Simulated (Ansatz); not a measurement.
# wB97X/def2-SVPD (core potential) run of InPH4O (SMILES O[PH][InH2])

What is the electronic atomisation energy of InPH4O at wB97X/def2-SVPD (core potential)? 

The calculation is run with Ansatz 0.2.0.

53 further runs of the same task are left out: 53 set aside as unsound or not needed. Runs told in other sessions of the task aren't counted.

## (1) Starting point

InPH4O has 7 atoms, charge 0, and is taken as a singlet. As SMILES, `O[PH][InH2]`. The shape is that of a PBE0-D4/def2-TZVP optimisation. This is one conformer, not always the lowest.

Bond lengths: O1–P2 1.670 Å, P2–In3 2.503 Å, O1–H4 0.960 Å, P2–H5 1.430 Å, In3–H6 1.723 Å, In3–H7 1.728 Å. Angles: O1–P2–In3 100.9°, O1–P2–H5 100.1°, In3–P2–H5 92.3°, P2–O1–H4 109.0°, P2–In3–H6 120.5°, P2–In3–H7 117.4°, H6–In3–H7 122.0°.

## (2) The energy at wB97X/def2-SVPD (core potential)

Contents of job.yaml:

```yaml
basis:
  gaussian:
    orbitals: def2-SVPD
crystal:
  periodic: [false, false, false]
  atoms:
    - symbol: O
      position_ang: [-1.844500, 0.146900, 0.079200]
    - symbol: P
      position_ang: [-0.622800, -0.370000, -0.935500]
    - symbol: In
      position_ang: [1.396900, 0.365900, 0.345900]
    - symbol: H
      position_ang: [-2.634300, 0.311800, -0.441900]
    - symbol: H
      position_ang: [-0.483700, -1.722100, -0.492200]
    - symbol: H
      position_ang: [1.278200, 1.623200, 1.518000]
    - symbol: H
      position_ang: [2.910100, -0.355700, -0.073500]
hamiltonian:
  xc: {name: wB97X}
accuracy: high
output: {orbitals: {seedname: orbitals}}
```

Command:

```
$ ansatz run job.yaml --threads 1 --pin off --max-ram 3480MiB --events-out events.jsonl --progress --plain --runs-dir runs
```

The program printed:

```text
Warning: RAYON_NUM_THREADS=1 ignored (pool sized by the plan → 1); use --threads N
Functional definition: wB97X
  name "wB97X"
  parameter omega = 0.3/bohr
  parameter cx = 0.157706
  parameter cx1 = 0.726479
  parameter cx2 = 1.04760
  parameter cx3 = -5.70635
  parameter cx4 = 13.2794
  parameter css1 = -4.33879
  parameter css2 = 18.2308
  parameter css3 = -31.7430
  parameter css4 = 17.2901
  parameter cos1 = 2.37031
  parameter cos2 = -11.3995
  parameter cos3 = 6.58405
  parameter cos4 = -3.78132
  exchange = spin_sum(e_x_unif_sr(omega)*poly(b97_u_x, 1 - cx, cx1, cx2, cx3, cx4)) + cx*exact_x_sr(omega)
      + exact_x_lr(omega)
  correlation = spin_sum(e_c_pw_same_spin*poly(b97_u_same, 1, css1, css2, css3, css4))
      + integral(e_c_pw_opposite_spin*poly(b97_u_opposite, 1, cos1, cos2, cos3, cos4))
2372 factors; integrals over basis functions are off by at most 3.2e-9 eV
575 factors; integrals over basis functions are off by at most 1.7e-9 eV
mean field evaluation 1: about -16567.0096 eV, gradient 4.2e1 eV
mean field evaluation 2: about -16566.0344 eV, gradient 5.0e1 eV
mean field evaluation 4: about -16570.2774 eV, gradient 9.0e-1 eV
mean field evaluation 8: about -16570.3278 eV, gradient 4.4e-2 eV
mean field evaluation 16: about -16570.3278 eV, gradient 9.6e-5 eV
mean field -16570.32782112 eV, -608.9483156547 hartree, gradient 4.0e-8 eV, S^2 0.000000; 0 other end points of the search recorded, 0 dependent functions left out
reference -16570.32781703 eV, -608.9483155043 hartree; 24, 24 occupied and 87, 87 virtual orbitals, 2372 factors
Total energy: -16570.32781703 eV, -608.9483155043 hartree
```

It took 50 s on 1 thread of Arm Neoverse V1, shared host; peak memory 0.72 GiB.

## (3) The H atom at the same level

Contents of in.yaml:

```yaml
crystal:
  periodic: [false, false, false]
  atoms:
    - {symbol: H, position_ang: [0.000000, 0.000000, 0.000000]}
basis:
  gaussian:
    orbitals: def2-SVPD
hamiltonian:
  xc: {name: wB97X}
magnetization:
  spin_polarized: true
  initial_magnetization: 1
accuracy: high
```

Command:

```
$ ansatz run in.yaml --threads 1 --pin off --max-ram 3480MiB --events-out events.jsonl --progress --plain --runs-dir runs
```

The program printed, cut to the lines that bear on the results:

```text
Warning: RAYON_NUM_THREADS=1 ignored (pool sized by the plan → 1); use --threads N
Functional definition: wB97X
  name "wB97X"
[...]
      + exact_x_lr(omega)
[...]
      + integral(e_c_pw_opposite_spin*poly(b97_u_opposite, 1, cos1, cos2, cos3, cos4))
33 factors; integrals over basis functions are off by at most 2.1e-9 eV
32 factors; integrals over basis functions are off by at most 4.4e-10 eV
[...]
mean field -13.62211750 eV, -0.5006035846 hartree, gradient 3.2e-8 eV, S^2 0.750000; 0 other end points of the search recorded, 0 dependent functions left out
reference -13.62211771 eV, -0.5006035924 hartree; 1, 0 occupied and 7, 8 virtual orbitals, 33 factors
Total energy: -13.62211771 eV, -0.5006035924 hartree
```

It took 0.49 s on 1 thread of Arm Neoverse V1, shared host.

## (4) The In atom

Contents of molecule.yaml:

```yaml
crystal:
  periodic: [false, false, false]
  atoms:
    - symbol: In
      position_ang: [0.000000, 0.000000, 0.000000]
basis:
  gaussian: {orbitals: def2-SVPD}
hamiltonian: {xc: {name: wB97X}}
magnetization: {spin_polarized: true, initial_magnetization: 1}
accuracy: high
```

Command:

```
$ ansatz run molecule.yaml --threads 1 --pin off --max-ram 3480MiB --events-out events.jsonl --progress --plain --runs-dir runs
```

The program printed, cut to the lines that bear on the results:

```text
Warning: RAYON_NUM_THREADS=1 ignored (pool sized by the plan → 1); use --threads N
Functional definition: wB97X
  name "wB97X"
[...]
      + exact_x_lr(omega)
[...]
      + integral(e_c_pw_opposite_spin*poly(b97_u_opposite, 1, cos1, cos2, cos3, cos4))
297 factors; integrals over basis functions are off by at most 1.1e-9 eV
128 factors; integrals over basis functions are off by at most 1.3e-9 eV
[...]
mean field -5173.96500057 eV, -190.1397067315 hartree, gradient 9.9e-8 eV, S^2 0.752114; 0 other end points of the search recorded, 0 dependent functions left out
reference -5173.96500053 eV, -190.1397067301 hartree; 11, 10 occupied and 21, 22 virtual orbitals, 297 factors
Total energy: -5173.96500053 eV, -190.1397067301 hartree
```

It took 11 s on 1 thread of Arm Neoverse V1, shared host; peak memory 0.32 GiB.

## (5) The O atom at the same level

Contents of run.yaml:

```yaml
crystal:
  periodic: [false, false, false]
  atoms:
    - {symbol: O, position_ang: [0.000000, 0.000000, 0.000000]}
basis:
  gaussian:
    orbitals: def2-SVPD
magnetization:
  spin_polarized: true
  initial_magnetization: 2
hamiltonian:
  xc: {name: wB97X}
accuracy: high
```

Run the same way, it converges to -74.98958 Eh (log not shown).

## (6) The P atom, same level

Contents of job.yaml:

```yaml
crystal:
  periodic: [false, false, false]
  atoms:
    - {symbol: P, position_ang: [0.000000, 0.000000, 0.000000]}
basis:
  gaussian:
    orbitals: def2-SVPD
magnetization:
  spin_polarized: true
  initial_magnetization: 3
hamiltonian:
  xc: {name: wB97X}
accuracy: high
```

Run the same way, it converges to -341.14076 Eh (log not shown).

## (7) Summary of results

At wB97X/def2-SVPD (core potential):

```
                     quantity          value
       molecule: total energy  -608.94832 Eh
        molecule: HOMO energy       -8.76 eV
        molecule: LUMO energy       -0.06 eV
      molecule: HOMO–LUMO gap        8.71 eV
         H atom: total energy    -0.50060 Eh
                 H atom: ⟨S²⟩          0.750
        In atom: total energy  -190.13971 Eh
                In atom: ⟨S²⟩          0.752
         O atom: total energy   -74.98958 Eh
                 O atom: ⟨S²⟩          2.005
         P atom: total energy  -341.14076 Eh
                 P atom: ⟨S²⟩          3.752
electronic atomisation energy      18.391 eV
```

What this shows: Taking the molecule apart into free atoms costs 18.39 eV (424 kcal/mol), before zero-point energy and without spin-orbit coupling.
